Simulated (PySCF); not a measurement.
**Ge2NH7 (SMILES [GeH3][NH][GeH3]) at 6 levels**

We compute a comparison of 6 runs (HF/STO-3G, HF/3-21G, B3LYP/6-31G*, PBE0/def2-SVP, CCSD(T)/cc-pVDZ) of Ge2NH7. 

The results are computed with PySCF 2.14.0.

1 further run of the same task is left out (set aside as unsound or not needed).

## 1. The system as given

Ge2NH7: 10 atoms, total charge 0, spin state singlet. SMILES: `[GeH3][NH][GeH3]`. The coordinates come from a PBE0-D4/def2-TZVP relaxation.

Bond lengths: Ge1–N2 1.837 Å, N2–Ge3 1.837 Å, Ge1–H4 1.546 Å, Ge1–H5 1.538 Å, Ge1–H6 1.536 Å, N2–H7 1.010 Å, Ge3–H8 1.546 Å, Ge3–H9 1.536 Å, Ge3–H10 1.538 Å. Some angles: Ge1–N2–Ge3 123.9°, Ge1–N2–H7 113.9°, Ge3–N2–H7 113.9°, N2–Ge1–H4 113.1°, N2–Ge1–H5 108.1°, N2–Ge1–H6 106.5°, N2–Ge3–H8 113.1°, N2–Ge3–H9 106.5°, N2–Ge3–H10 108.1°, H4–Ge1–H5 108.8°.

## 2. Energy and forces at HF/STO-3G (run 1)

mol.xyz reads:

```xyz
10

Ge    -1.136700     0.838400    -0.787900
N      0.497400     0.029800    -0.565300
Ge     1.037800    -0.779200     0.992600
H     -2.294900    -0.171700    -0.957500
H     -1.064200     1.726200    -2.041700
H     -1.384200     1.678300     0.474600
H      0.850100    -0.415700    -1.400700
H      0.370500    -2.154500     1.224800
H      0.645000     0.168600     2.136200
H      2.562400    -0.971400     0.927800
```

input.py reads:

```python
import pyscf.grad
from pyscf import gto, scf

molecule = gto.M(
    atom='mol.xyz',
    spin=0,
    verbose=4,
    max_memory=1860,
    basis='sto-3g',
    charge=0,
)

myscf = scf.RHF(molecule)
myscf.conv_tol = 1e-10
myscf.kernel()
if not myscf.converged:
    myscf = myscf.newton().run(myscf.mo_coeff, myscf.mo_occ)

e_final = myscf.e_tot
print('E = %.10f Eh' % e_final)
grad = myscf.Gradients().kernel()
myscf.analyze()
```

Started as:

```
OMP_NUM_THREADS=1 python input.py
```

The program printed:

```text
PySCF version 2.14.0

[... 79 lines left out ...]
Two-electron Energy =                 2094.948980260749067
[... 11 lines left out ...]
MO #8   energy= -45.465093871247   occ= 2
[... 9 lines left out ...]
MO #18  energy= -4.52310266539795  occ= 2
[... 9 lines left out ...]
MO #28  energy= -0.662251792715843 occ= 2
[... 9 lines left out ...]
MO #38  energy= -0.367014101707706 occ= 2
[... 9 lines left out ...]
MO #48  energy= 0.776156632853813  occ= 0
[... 61 lines left out ...]
Dipole moment(X, Y, Z, Debye): -0.30322, -0.63032, -0.20277
```

It took 12 s on 1 thread of Intel Xeon at 2.50GHz (Skylake/Cascade Lake), shared host; peak memory 0.12 GiB.

## 3. Energy and forces at HF/3-21G (run 2)

geometry.xyz reads:

```xyz
10
Ge2H7N
Ge    -1.136700     0.838400    -0.787900
N      0.497400     0.029800    -0.565300
Ge     1.037800    -0.779200     0.992600
H     -2.294900    -0.171700    -0.957500
H     -1.064200     1.726200    -2.041700
H     -1.384200     1.678300     0.474600
H      0.850100    -0.415700    -1.400700
H      0.370500    -2.154500     1.224800
H      0.645000     0.168600     2.136200
H      2.562400    -0.971400     0.927800
```

job.py reads:

```python
import pyscf.grad
from pyscf import gto, scf

system = gto.Mole()
system.atom = 'geometry.xyz'
system.spin = 0
system.max_memory = 1860
system.charge = 0
system.basis = '3-21g'
system.verbose = 4
system.build()

mf = scf.RHF(system)
mf.conv_tol = 1e-10
mf.kernel()
if not mf.converged:
    mf = mf.newton().run(mf.mo_coeff, mf.mo_occ)

energy = mf.e_tot
print('E = %.10f Eh' % energy)
grad = mf.Gradients().kernel()
mf.analyze()
```

Started as:

```
OMP_NUM_THREADS=1 python job.py
```

The program printed:

```text
PySCF version 2.14.0

[... 85 lines left out ...]
MO #2   energy= -402.711750408809  occ= 2
[... 12 lines left out ...]
MO #15  energy= -5.11092339650622  occ= 2
[... 12 lines left out ...]
MO #28  energy= -1.55653314271042  occ= 2
[... 12 lines left out ...]
MO #41  energy= 0.192860931281164  occ= 0
[... 12 lines left out ...]
MO #54  energy= 0.505432937011154  occ= 0
[... 12 lines left out ...]
MO #67  energy= 2.5645178240893    occ= 0
[... 80 lines left out ...]
Dipole moment(X, Y, Z, Debye): -0.12278, -0.76820, -0.54859
```

Wall time 12 s (1 thread of Intel Xeon at 2.50GHz (Skylake/Cascade Lake), shared host); peak memory 0.14 GiB.

Runs 3 to 5 aren't shown in full; the table further down has their settings and results.

## 4. A single-point energy at CCSD(T)/cc-pVDZ (run 6)

job.py reads:

```python
from pyscf import gto, cc

mol = gto.M(
    atom=[
    ('Ge', (-1.136700, 0.838400, -0.787900)),
    ('N', (0.497400, 0.029800, -0.565300)),
    ('Ge', (1.037800, -0.779200, 0.992600)),
    ('H', (-2.294900, -0.171700, -0.957500)),
    ('H', (-1.064200, 1.726200, -2.041700)),
    ('H', (-1.384200, 1.678300, 0.474600)),
    ('H', (0.850100, -0.415700, -1.400700)),
    ('H', (0.370500, -2.154500, 1.224800)),
    ('H', (0.645000, 0.168600, 2.136200)),
    ('H', (2.562400, -0.971400, 0.927800)),
],
    verbose=4,
    max_memory=1860,
    spin=0,
    basis='cc-pvdz',
)

mf = mol.RHF()
mf.conv_tol = 1e-10
mf.kernel()
if not mf.converged:
    mf = mf.newton().run(mf.mo_coeff, mf.mo_occ)

mycc = cc.CCSD(mf, frozen=19)
mycc.kernel()
e_t = mycc.ccsd_t()
energy = mycc.e_tot + e_t
print('E = %.10f Eh' % energy)
dip = mf.dip_moment()
pop, q = mf.mulliken_pop()
```

Started as:

```
OMP_NUM_THREADS=1 python job.py
```

The program printed:

```text
PySCF version 2.14.0

[... 64 lines left out ...]
converged SCF energy = -4209.19231635349
[... 12 lines left out ...]
Init t2, MP2 energy = -4209.61099359319  E_corr(MP2) -0.418677239697058
[... 11 lines left out ...]
CCSD converged
[... 3 lines left out ...]
Dipole moment(X, Y, Z, Debye):  0.03120, -0.51107, -0.50303
[... 114 lines left out ...]
charge of    9H =     -0.12405
```

Run time: 2.5 min. Hardware: 1 thread of Intel Xeon at 2.50GHz (Skylake/Cascade Lake), shared host; peak memory 0.65 GiB.

## 5. The series

| run | level | integration grid | Cartesian functions | energy (Eh) | dipole moment (D) of the reference | HOMO energy (eV) | LUMO energy (eV) | wall time |
| --- | --- | --- | --- | --- | --- | --- | --- | --- |
| 1 | HF/STO-3G | – | no | -4161.358324 | 0.73 | -7.36 | 11.17 | 12 s |
| 2 | HF/3-21G | – | no | -4188.890230 | 0.95 | -10.12 | 3.85 | 12 s |
| 3 | B3LYP/6-31G* (spherical functions) | 5 | no | -4212.472008 | 0.73 | -6.57 | 0.04 | 2 min |
| 4 | B3LYP/6-31G* (Cartesian functions) | 5 | yes | -4212.483676 | 0.73 | -6.58 | 0.01 | 2.3 min |
| 5 | PBE0/def2-SVP | 5 | no | -4211.802241 | 0.70 | -6.99 | 0.37 | 2.5 min |
| 6 | CCSD(T)/cc-pVDZ | – | no | -4209.674156 | 0.72 | -10.32 | 3.54 | 2.5 min |

## 6. What came out

| quantity | value |
| --- | --- |
| run 6: total energy | -4209.67416 Eh |
| run 6: dipole moment (Hartree–Fock density) | 0.72 D |
| run 6: HOMO energy (Hartree–Fock orbitals) | -10.32 eV |
| run 6: LUMO energy (Hartree–Fock orbitals) | 3.54 eV |
| run 6: HOMO–LUMO gap (Hartree–Fock orbitals) | 13.86 eV |
| run 6: correlation energy (19 core orbitals frozen) | -481.8 mEh |
| run 6: (T) correction | -13.08 mEh |
| run 6: T1 diagnostic | 0.009 |

What this shows: Over runs 1, 2, 3, 4, 5 the dipole moment (its size) runs from 0.70 D (PBE0/def2-SVP) to 0.95 D (HF/3-21G). The two ends differ in method and basis. Over runs 1, 2, 3, 4, 5 the HOMO–LUMO gap runs from 6.59 eV (B3LYP/6-31G*) to 18.52 eV (HF/STO-3G). Totals of different functionals can't be ranked against each other. In run 1 the basis is minimal, so the values are rough. All runs together took 9.7 min, the longest 2.5 min.
